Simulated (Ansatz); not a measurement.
**C2H2OSe: basis-set convergence**

An exercise on one series of results from a longer session: the logs are not shown, and one member is left open.

Method: one geometry, several basis sets; program: Ansatz 0.2.0, Gaussian basis.

Plan: PBE0-D4/def2-SVP; ωB97M-V/def2-SVP; PBE0-D4/def2-QZVPP; ωB97M-V/def2-QZVPP; the functionals' def2-TZVPP values are taken from earlier runs.

### Structure used throughout

All runs share one geometry, relaxed beforehand with PBE0-D4 in a triple-zeta def2 set.

SMILES `OC#C[SeH]`, 6 atoms, charge 0, spin multiplicity 1.

Atoms are counted from 1 here; the program's logs count them from 0.

Bond lengths: O1–C2 1.299 Å, O1–H5 0.965 Å, C2–C3 1.204 Å, C3–Se4 1.818 Å, Se4–H6 1.474 Å. Angles: C2–O1–H5 110.4°, O1–C2–C3 175.6°, C2–C3–Se4 173.4°, C3–Se4–H6 96.1°.

Geometry (Å):

```xyz
6
C2H2OSe
O     1.9085   -0.7217    0.4072
C     0.6859   -0.3940    0.1140
C    -0.4713   -0.1175   -0.0717
Se   -2.2250    0.1336   -0.4806
H     2.5180   -0.3746   -0.2558
H    -2.3740    1.4101    0.2407
```

The first run:

File in.yaml:

```yaml
crystal:
  periodic: [false, false, false]
  atoms:
    - {symbol: O, position_ang: [1.908457, -0.721734, 0.407245]}
    - {symbol: C, position_ang: [0.685922, -0.394015, 0.114011]}
    - {symbol: C, position_ang: [-0.471346, -0.117456, -0.071671]}
    - {symbol: Se, position_ang: [-2.224953, 0.133641, -0.480608]}
    - {symbol: H, position_ang: [2.517977, -0.374620, -0.255829]}
    - {symbol: H, position_ang: [-2.373956, 1.410081, 0.240652]}
basis:
  gaussian: {orbitals: def2-SVP}
hamiltonian: {xc: pbe0, dispersion: d4}
output: {orbitals: {seedname: orbitals}}
```

Started as:

```
$ ansatz run in.yaml --threads 2 --pin off --events-out ev --progress --plain --max-ram 4352MiB
```

Among the steps run: PBE0-D4 in def2-SVP; ωB97M-V in def2-SVP; PBE0-D4 in def2-QZVPP; ωB97M-V in def2-QZVPP.

One of the session's tables, all rows but one given; the rest of the session is left out.

It belongs to the step «Functionals by basis». 

```
functional       basis  HOMO (eV)  LUMO (eV)
   PBE0-D4    def2-SVP      -6.29       0.27
   PBE0-D4  def2-TZVPP      -6.43       0.00
   PBE0-D4  def2-QZVPP      -6.45      -0.19
   ωB97M-V    def2-SVP          ?          ?
   ωB97M-V  def2-TZVPP      -8.53       1.80
   ωB97M-V  def2-QZVPP      -8.56       1.16
```

Q: Estimate the row for ωB97M-V, def2-SVP from the others.

**Answer.** HOMO (eV): -8.37; LUMO (eV): 2.33. In the column «HOMO (eV)» it lies between ωB97M-V, def2-TZVPP (-8.53) and PBE0-D4, def2-QZVPP (-6.45).
